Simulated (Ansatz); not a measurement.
Crystal: SiMo3.

```
CELL_PARAMETERS angstrom
4.88900 0.00000 0.00000
0.00000 4.88900 0.00000
0.00000 0.00000 4.88900
ATOMIC_POSITIONS crystal
Mo 0.00000 0.50000 0.25000
Mo 0.00000 0.50000 0.75000
Mo 0.50000 0.25000 0.00000
Mo 0.75000 0.00000 0.50000
Mo 0.50000 0.75000 0.00000
Mo 0.25000 0.00000 0.50000
Si 0.50000 0.50000 0.50000
Si 0.00000 0.00000 0.00000
```

- Program: Ansatz 0.2.0
- Task: relaxation of cell and atoms
- Functional: BLYP
- Potentials or basis: Ansatz PAW
- Cutoff: 420 eV (not typed: the program's choice for these potentials)
- k mesh: 6 × 6 × 6
- Occupations: fermi-dirac, width 0.05 eV
- Spin: no spin polarisation

At the start: volume 14.61 Å³/atom.

**Question.** Where does the relaxation end?

**Answer.** It ends after 4 steps and the volume is 15.38 Å³/atom (+5.3 %); space group Pm-3n (No. 223, to 0.05 Å).

The path:
| step | energy change (eV) | largest force (eV/Å) | volume (Å³) |
| --- | --- | --- | --- |
| 1 | 0.0000 | 0.0000 | 116.86 |
| 2 | -0.2294 | 0.0000 | 123.19 |
| 3 | -0.2296 | 0.0000 | 123.02 |
| 4 | -0.2312 | 0.0000 | 123.02 |

Final structure:
```
CELL_PARAMETERS angstrom
4.97340 0.00000 0.00000
0.00000 4.97340 0.00000
0.00000 0.00000 4.97340
ATOMIC_POSITIONS crystal
Mo 0.00000 0.50000 0.25000
Mo 0.00000 0.50000 0.75000
Mo 0.50000 0.25000 0.00000
Mo 0.75000 0.00000 0.50000
Mo 0.50000 0.75000 0.00000
Mo 0.25000 0.00000 0.50000
Si 0.50000 0.50000 0.50000
Si 0.00000 0.00000 0.00000
```

Caveat: the plane-wave basis is chosen anew once the cell has moved, so the energies of steps on either side of that aren't comparable; the PAW data sets come from PBE, with cores solved anew for the run's functional, which leaves a small shift of forces and pressure.
